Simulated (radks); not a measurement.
**Cd³⁺ in [Kr] 4d9: an all-electron calculation**

An exercise on one series of results from a longer session: the logs are not shown, and one member is left open.

Method: non-relativistic Kohn-Sham, SOGGA, spin-unpolarised, spherical densities, point nucleus. Code: radks (a radial shooting solver on a logarithmic mesh, Libxc functionals) version 1.

## The atom as given

- element: cadmium (Z = 48)
- charge: +3
- electrons: 45
- configuration: [Kr] 4d9

The outer shells:

Cd³⁺
```
[Kr] core
4d [↑↓][↑↓][↑↓][↑↓][↑ ]
```

Set-up of the first run:

Settings of this run:

```text
Z 48
configuration [Kr] 4d9 5s0 5p0
relativity non-relativistic
functional sogga,pbe
spin unpolarised
nucleus point
```

The run is started by

```
python run_ks.py task.json out
```

This one command runs every case of the session in turn.

One table of the session follows, with a row left open; its other results are not shown here.

It belongs to the step «Radial structure». Sizes of the orbitals, from the radial functions (bohr):

```
level      <r>  outermost maximum (interpolated)  90 % within  nodes
   1s  0.03172                            0.0210       0.0564      0
   2s   0.1374                             0.117        0.211      1
   2p   0.1173                            0.0913        0.190      0
   3s   0.3714                             0.336        0.546      2
   3p   0.3629                             0.323        0.545      1
   3d   0.3347                             0.266        0.528      0
   4s   0.9058                             0.821         1.31      3
   4p        ?                                 ?            ?      ?
   4d    1.188                             0.963         1.84      1
   5s    2.344                              2.10         3.37      4
   5p    2.693                              2.41         3.89      3
```

Estimate the missing values for 4p.

**Answer.** <r>: 0.9652; outermost maximum (interpolated): 0.855; 90 % within: 1.42; nodes: 2. In the column «<r>» it lies between 4s (0.9058) and 4d (1.188).

Caveats from the session: Relativity is left out here, which matters for elements this heavy. Spin polarisation and multiplet splitting are left out.
